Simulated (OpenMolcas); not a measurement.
**TlI (thallium iodide) at MP2/def2-SVP (core potential)**

What is the energy change on altering one bond length of TlI (thallium iodide) at MP2/def2-SVP (core potential)? 

The calculation is run with OpenMolcas 26.06.

### Step 1. Starting point

TlI: 2 atoms, total charge 0, spin state singlet. As SMILES, `[I][Tl]`. The coordinates come from a PBE0-D4/def2-TZVP relaxation.

Bond lengths: I1–Tl2 2.841 Å.

### Step 2. A single-point energy at MP2/def2-SVP (core potential)

coord.xyz

```xyz
2

I      0.000000     0.000000    -0.008400
Tl     0.000000     0.000000     2.832460
```

job.inp

```
* ITl MP2

&GATEWAY
 BasLib=$CurrDir
 Coord=coord.xyz
 Basis=def2-SVP
 Group=NoSym

&SEWARD

&SCF
 PrOrbitals=0

&MBPT2
 Frozen=8
```

The basis set def2-SVP is read from a file made from the Basis Set Exchange's data (not shown).

The run is started by

```bash
$ export MOLCAS_MEM=1860
$ pymolcas job.inp > job.log
```

What it wrote:

```text
--- Start Module: gateway ---
[...]
--- Stop Module: gateway /rc=_RC_ALL_IS_WELL_ ---
[...]
      Basis functions           52
[...]
--- Start Module: scf ---
[...]
       Convergence after  10 Iterations
[...]
::    Total SCF energy                               -468.2543646514
[...]
      Total spin, S                                     0.0000000000
[...]
      Total electronic charge=   46.000000
      Total            charge=   -0.000000
[...]
      Dipole Moment (debye):
      Origin of the operator (angstrom)=    0.0000    0.0000    1.7462
                   X=  1.6559E-15               Y= -8.3611E-16               Z=  4.9758E+00           Total=  4.9758E+00
      Quadrupole Moment (debye*angstrom):
[...]
--- Stop Module: scf /rc=_RC_ALL_IS_WELL_ ---
--- Start Module: mbpt2 ---
[...]
WARNING!
Default frozen orbitals as non valence orbitals is overwritten by user input.
Default values:   0
[...]
       Reference weight ( Cref**2 )         =        0.91339
::    Total MBPT2 energy                             -468.4352774514
[...]
      Total MBPT2 calculations                           0.06      0.06
--- Stop Module: mbpt2 /rc=_RC_ALL_IS_WELL_ ---
[...]
```

Wall time 1.9 s (1 thread of Arm Neoverse V2, shared host); peak memory 0.38 GiB.

### Step 3. The distorted shape at the same level

coord.xyz

```xyz
2

I      0.000000     0.000000    -0.718640
Tl     0.000000     0.000000     2.832460
```

job.inp

```
>>> EXPORT MOLCAS_PRINT=2
&GATEWAY
BasLib=$CurrDir
Coord=coord.xyz
Basis=def2-SVP
Group=NoSym
&SEWARD
&SCF
PrOrbitals=0
&MBPT2
Frozen=8
```

The basis set def2-SVP is read from a file made from the Basis Set Exchange's data (not shown).

The run is started by

```bash
$ export MOLCAS_MEM=1860
$ pymolcas job.inp > job.log
```

What it wrote:

```text
--- Start Module: gateway ---
[...]
--- Stop Module: gateway /rc=_RC_ALL_IS_WELL_ ---
[...]
      Basis functions           52
[...]
--- Start Module: scf ---
[...]
       Convergence after  10 Iterations
[...]
::    Total SCF energy                               -468.2335551811
[...]
      Total spin, S                                     0.0000000000
[...]
      Total electronic charge=   46.000000
      Total            charge=   -0.000000
[...]
      Dipole Moment (debye):
      Origin of the operator (angstrom)=    0.0000    0.0000    1.4746
                   X=  1.3408E-16               Y=  2.1662E-15               Z=  1.0298E+01           Total=  1.0298E+01
      Quadrupole Moment (debye*angstrom):
[...]
--- Stop Module: scf /rc=_RC_ALL_IS_WELL_ ---
--- Start Module: mbpt2 ---
[...]
WARNING!
Default frozen orbitals as non valence orbitals is overwritten by user input.
Default values:   0
[...]
       Reference weight ( Cref**2 )         =        0.91637
::    Total MBPT2 energy                             -468.4068938342
[...]
      Total MBPT2 calculations                           0.06      0.06
--- Stop Module: mbpt2 /rc=_RC_ALL_IS_WELL_ ---
[...]
```

Wall time 1.9 s (1 thread of Arm Neoverse V2, shared host); peak memory 0.38 GiB.

### Step 4. Results

Level: MP2/def2-SVP (core potential), 8 core orbitals frozen.

```
                                                          quantity          value
                                         first shape: total energy  -468.43528 Eh
                   first shape: dipole moment (mean-field density)         4.98 D
                  first shape: HOMO energy (Hartree–Fock orbitals)       -8.76 eV
                  first shape: LUMO energy (Hartree–Fock orbitals)        0.41 eV
                first shape: HOMO–LUMO gap (Hartree–Fock orbitals)        9.18 eV
          first shape: correlation energy (8 core orbitals frozen)     -180.9 mEh
                                     distorted shape: total energy  -468.40689 Eh
               distorted shape: dipole moment (mean-field density)        10.30 D
              distorted shape: HOMO energy (Hartree–Fock orbitals)       -7.93 eV
              distorted shape: LUMO energy (Hartree–Fock orbitals)       -0.38 eV
            distorted shape: HOMO–LUMO gap (Hartree–Fock orbitals)        7.55 eV
      distorted shape: correlation energy (8 core orbitals frozen)     -173.3 mEh
energy change with the I1–Tl2 bond stretched from 2.841 to 3.551 Å       0.772 eV
```

What this shows: With the I1–Tl2 bond stretched from 2.841 to 3.551 Å the energy rises by 0.77 eV (74.5 kJ/mol). The first shape isn't relaxed at this level, so the change isn't measured from a minimum.
